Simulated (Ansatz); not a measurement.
# C2H3ClOSi, SMILES OC1=C[SiH]1Cl: vertical spin-state energies

Program: the Ansatz DFT code, driven from Python.

The cells in order, each with its output:

**Cell 1**
```python
import ansatz

geometry = (
    ansatz.Crystal.molecule()
    .atom('O', (1.6579, 0.3867, 0.9064))
    .atom('C', (0.5079, 0.6135, 0.1267))
    .atom('C', (-0.76, 0.2802, 0.4014))
    .atom('Si', (-0.138, -0.0946, -1.3014))
    .atom('Cl', (-0.1918, -2.1462, -1.1912))
    .atom('H', (1.3589, 0.6434, 1.8147))
    .atom('H', (-1.0598, -0.2077, 1.3066))
    .atom('H', (-1.2829, 0.4677, -2.119))
)
```

**Cell 2**
```python
setup = (
    geometry.calculation()
    .basis(gaussian='def2-TZVP')
    .functional('r2scan0')
)
found = {}
for unpaired in [0, 2]:
    rep = setup.spin('collinear', total=unpaired).run(threads=1).report
    s = unpaired / 2
    found[unpaired] = rep['free_energy_ev']
    print(f'2S+1 = {unpaired + 1}: E = {found[unpaired]:.5f} eV, <S^2> = {abs(rep["mean_field"]["state"]["spin_squared"]):.3f} (pure state {s * (s + 1):.2f})')
lowest = min(found, key=found.get)
for unpaired, e in found.items():
    print(f'multiplicity {unpaired + 1}: {23.060548 * (e - found[lowest]):.1f} kcal/mol above the lowest')
```
Output:
```text
2S+1 = 1: E = -24565.49609 eV, <S^2> = 0.000 (pure state 0.00)
2S+1 = 3: E = -24562.63985 eV, <S^2> = 2.042 (pure state 2.00)
multiplicity 1: 0.0 kcal/mol above the lowest
multiplicity 3: 65.9 kcal/mol above the lowest
```

In order: multiplicity 1 (+0.00 eV) and multiplicity 3 (+2.86 eV), all at the one geometry.

Notes:
- Total energies depend on the basis set; only differences at equal settings carry meaning.
- The geometry is a force-field or estimated start, not a minimum of this method, and the basis set is short of its limit. All parts are taken at fixed geometry, without zero-point energy.
- Timing: 57 s on 1 thread of Intel(R) Xeon(R) Platinum 8488C (Sapphire Rapids) (shared host), peak memory 0.88 GiB.

(Lines on the test bed's own set-up are left out of the output.)
